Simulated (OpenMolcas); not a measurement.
# Ir⁵⁺ among point charges: CASSCF and CASPT2 levels and susceptibility

How does a field of 6 point charges split the states of Ir⁵⁺, and what χT follows?

Program: OpenMolcas 26.06. Level of theory: state-averaged CASSCF and CASPT2, spin-orbit coupling by RASSI with atomic mean-field integrals. These are calculated values, not measurements, unless marked.

### Step 1. The atom as given

```
Species                           : Ir⁵⁺ (iridium, Z = 77, 72 electrons)
Basis                             : ANO-RCC-VTZP [8s7p5d3f1g], 84 functions
Scalar Hamiltonian                : DKH2, point nucleus
Inactive shells                   : 1s 2s 2p 3s 3p 3d 4s 4p 4d 4f 5s 5p
Active space                      : 4 electrons in 5 orbitals (5d)
Some configurations of this space : 5d4
Orbitals                          : optimised for each spin and parity, averaged over all roots
```

The outer shells:

5d4
```
5d [↑ ][↑ ][↑ ][↑ ][  ]
```

The ion sits among 6 point charges of -1.5 e arranged as a tetragonal octahedron (D4h), 2.15 Å from the ion, with the axial distance 1.978 Å.

Each step is its own input file, run in one work folder so that later steps find the files of earlier ones. Labels, J, g values, rates, χT and fits are worked out afterwards by a script from the matrices that RASSI stores. The input lists half of the charges; inversion (Group=XYZ) makes the rest.

### Step 2. Basis and integrals

Input file a.inp:

```
&GATEWAY
Coord
1

Ir 0.0 0.0 0.0
Basis=ANO-RCC-VTZP
Group=XYZ
NoMove
AngMom=0.0 0.0 0.0
AMFI
XField
3 Angstrom 0
2.150000 0.000000 0.000000 -1.500000
0.000000 2.150000 0.000000 -1.500000
0.000000 0.000000 1.978000 -1.500000
&SEWARD
```

### Step 3. CASSCF: quintets of even parity, 5 roots

Input file a.inp:

```
&RASSCF
FileOrb=start.orb
Symmetry=1
Spin=5
nActEl=4 0 0
Inactive=15 19
Ras2=5 0
CIRoot=5 5 1
SDav=5
CIMx=300
Iter=120 100
PrWF=0.3
OrbListing=Nothing
MaxOrb=0
>>> COPY $Project.JobIph JOB001
```

start.orb holds the contracted functions of the basis, ordered by shell, or the orbitals of the step before.

### Step 4. CASSCF: triplets of even parity, 45 roots

Input file a.inp:

```
&RASSCF
FileOrb=start.orb
Symmetry=1
Spin=3
nActEl=4 0 0
Inactive=15 19
Ras2=5 0
CIRoot=45 45 1
SDav=45
CIMx=300
Iter=120 100
PrWF=0.3
OrbListing=Nothing
MaxOrb=0
>>> COPY $Project.JobIph JOB002
```

### Step 5. Reference wave functions, singlets of even parity, 50 roots

Input file a.inp:

```
&RASSCF
FileOrb=start.orb
Symmetry=1
Spin=1
nActEl=4 0 0
Inactive=15 19
Ras2=5 0
CIRoot=50 50 1
SDav=50
CIMx=300
Iter=120 100
PrWF=0.3
OrbListing=Nothing
MaxOrb=0
>>> COPY $Project.JobIph JOB003
```

### Step 6. State interaction with spin-orbit coupling

Input file a.inp:

```
&RASSI
NrOfJobIphs=3 5 45 50
1 2 3 4 5
1 2 3 4 5 6 7 8 9 10 11 12 13 14 15 16 17 18 19 20 21 22 23 24 25 26 27
28 29 30 31 32 33 34 35 36 37 38 39 40 41 42 43 44 45
1 2 3 4 5 6 7 8 9 10 11 12 13 14 15 16 17 18 19 20 21 22 23 24 25 26 27
28 29 30 31 32 33 34 35 36 37 38 39 40 41 42 43 44 45 46 47 48 49 50
IphNames
JOB001
JOB002
JOB003
EJob
SpinOrbit
DIPRint=1.0
SOCoupling=1000.0
Subsets=2
Property=9
'ANGMOM' 1 'ANGMOM' 2 'ANGMOM' 3 'MLTPL  1' 1 'MLTPL  1' 2 'MLTPL  1' 3
'AMFI' 1 'AMFI' 2 'AMFI' 3
SOProperty=3
'ANGMOM' 1 'ANGMOM' 2 'ANGMOM' 3
```

### Step 7. CASPT2: IPEA 0.25, imaginary shift 0.1 (closed shells correlated: 5s 5p)

Input file a.inp:

```
>>> COPY JOB001 $Project.JobIph
&CASPT2
Multistate=5 1 2 3 4 5
NoMult
Frozen=14 16
IPEA=0.25
Imaginary=0.1
MaxIter=60
WThr=0.0 0.3 0.05
PrWF=0.5
NoMix
>>> COPY JOB002 $Project.JobIph
&CASPT2
Multistate=45 1 2 3 4 5 6 7 8 9 10 11 12 13 14 15 16 17 18 19 20 21 22
23 24 25 26 27 28 29 30 31 32 33 34 35 36 37 38 39 40 41 42 43 44 45
NoMult
Frozen=14 16
IPEA=0.25
Imaginary=0.1
MaxIter=60
WThr=0.0 0.3 0.05
PrWF=0.5
NoMix
>>> COPY JOB003 $Project.JobIph
&CASPT2
Multistate=50 1 2 3 4 5 6 7 8 9 10 11 12 13 14 15 16 17 18 19 20 21 22
23 24 25 26 27 28 29 30 31 32 33 34 35 36 37 38 39 40 41 42 43 44 45 46
47 48 49 50
NoMult
Frozen=14 16
IPEA=0.25
Imaginary=0.1
MaxIter=60
WThr=0.0 0.3 0.05
PrWF=0.5
NoMix
```

(Steps that only read results are left out.)

Q: Predict the outcome of this session. Wanted: spin-free ground state; first state of the same spin within the active space; lowest level; next level.

The runs gave:

| quantity | value |
| --- | --- |
| method | SS-CASPT2, IPEA 0.25, imaginary shift 0.1 (closed shells correlated: 5s 5p) |
| spin-free ground state | 5A1, 1-fold in its orbital part |
| first state of the same spin within the active space | 5B1 at 3800 cm⁻¹ |
| lowest level | 1-fold A1 |
| next level | 5079.2 cm⁻¹ |
| χT at 300 K | 0.05 cm³ K/mol |
| effective moment at 300 K | 0.64 μB |

Cost by method:

```
                                              method  time of its own steps  time with the reference
                                           A. CASSCF                   49 s                     49 s
B. SS-CASPT2, IPEA 0.25, imaginary shift 0.1, +5s 5p                   26 s                     75 s
```

Times are of one thread on a shared host.

**Reading.** The spin-free ground state (5A1) comes to 100 % from free-ion D terms and keeps the highest spin of the shell. χT at 300 K is 0.05, against 3.01 cm³ K/mol for the spin alone, so spin-orbit coupling lowers it. An active space of the d shell alone favours high spin; real ions in strong fields can be low spin. The field of point charges can differ much from that of real complexes. With metal d orbitals alone active, the gaps between spin states are rough; where two lie within a few thousand cm-1, their order is open. This is an electrostatic model: the charges have no orbitals.
